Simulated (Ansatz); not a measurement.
**BiP (wurtzite): other levels of theory at one geometry**

How much do the gap and the pressure of BiP (wurtzite) depend on the functional and spin–orbit coupling? The start comes from a prototype table, not from a measured structure.

Program: Ansatz 0.2.0. Level of theory: DFT at several levels, plane waves, PAW. These are calculated values, not measurements.

1 further run of the same task is left out (set aside as unsound or not needed). Runs told in other sessions of the task aren't counted.

## (1) The structure to begin with

Symmetry: P6_3mc, No. 186, hexagonal system. The conventional cell has a = 4.905 Å, b = 4.905 Å, c = 6.174 Å, α = 90.00°, β = 90.00°, γ = 120.00°. Around Bi (site symmetry 3m) lie 4 P at 2.71 to 2.86 Å. P (site symmetry 3m) has 4 Bi at 2.71 to 2.86 Å in its first shell of neighbours.

As a file:

```xyz
4
Lattice="4.9048 0.0000 0.0000 -2.4524 4.2477 0.0000 0.0000 0.0000 6.1737" Properties=species:S:1:pos:R:3 pbc="T T T"
Bi    2.4524    1.4159    0.1961
Bi    0.0000    2.8318    3.2830
P     2.4524    1.4159    3.6637
P     0.0000    2.8318    0.5768
```

An earlier run at PBE left this cell at 32.156 Å³/atom and 0.00 GPa (8×8×6 mesh), gap on the mesh 0.19 eV.

Levels to run: PBE+SOC; r²SCAN; PBEsol; LDA; HSE06. Hardware: 2 threads of Arm Neoverse V2, shared host.

## (2) PBE+SOC

input.yaml

```yaml
crystal:
  lattice:
    - [4.9048130777, 0.0, 0.0]
    - [-2.4524065388, 4.2476927261, 0.0]
    - [0.0, 0.0, 6.1737119889]
  atoms:
    - { symbol: Bi, position: [0.6666666667, 0.3333333333, 0.0317686379] }
    - { symbol: Bi, position: [0.3333333333, 0.6666666667, 0.5317686379] }
    - { symbol: P, position: [0.6666666667, 0.3333333333, 0.5934313621] }
    - { symbol: P, position: [0.3333333333, 0.6666666667, 0.0934313621] }
basis:
  ecutwfc: 420
  ecutrho_ratio: 4
kpoints:
  mp_grid: { grid: [8, 8, 6] }
hamiltonian:
  xc: pbe
scf:
  occupations: { method: gaussian, width: 0.05 }
output:
  forces: true
  stress: true
  eigenvalues: true
  populations: true
  dos: { projected: true, de: 0.02 }
  write_density: true
  write_potential: true
  elf: true
  volumetric_format: npy
magnetization:
  noncollinear: true
  spin_orbit: true
```

The run is started by

```
$ ansatz run input.yaml --threads 2 --pin off --max-ram 2662MiB --backend cpu --events-out ev --progress --plain --runs-dir out
```

After this run come: r²SCAN; PBEsol; LDA; HSE06.

**Question.** What will these runs give? Wanted: for each run, gap less HSE06's; pressure.

**Answer**, as computed:

| level | mesh | gap on the mesh (eV) | gap less HSE06's (eV) | pressure (GPa) | time |
| --- | --- | --- | --- | --- | --- |
| PBE | 8×8×6 | 0.19 | -0.44 | 0.0 | 50 s* |
| LDA | 8×8×6 | 0.12 | -0.51 | -3.1 | 6 s |
| PBEsol | 8×8×6 | 0.14 | -0.49 | -2.0 | 5.9 s |
| PBE+SOC | 8×8×6 | metal | -0.63 | 0.4 | 43 s* |
| r²SCAN | 8×8×6 | 0.21 | -0.42 | -0.9 | 14 s |
| HSE06 | 6×6×4 | 0.63 | 0 | -1.4 | 78 s |

Times are on 2 threads of Arm Neoverse V2, shared host. * Includes bands or densities of states.

The pressure runs from -3.1 GPa (LDA) to 0.4 GPa (PBE+SOC); a negative pressure means that level wants a smaller cell, a positive one a larger cell. The gap is widest with HSE06 (0.63 eV) and closes with PBE+SOC. Spin–orbit coupling alone moves the gap by -0.19 eV. Taking HSE06 as the top rung, r²SCAN comes nearest in gap (-0.42 eV) at 28 s of CPU time against 2.5 min; the meshes differ, and the hybrid has no spin–orbit coupling. Total energies of different levels have different zeros and can't be compared.
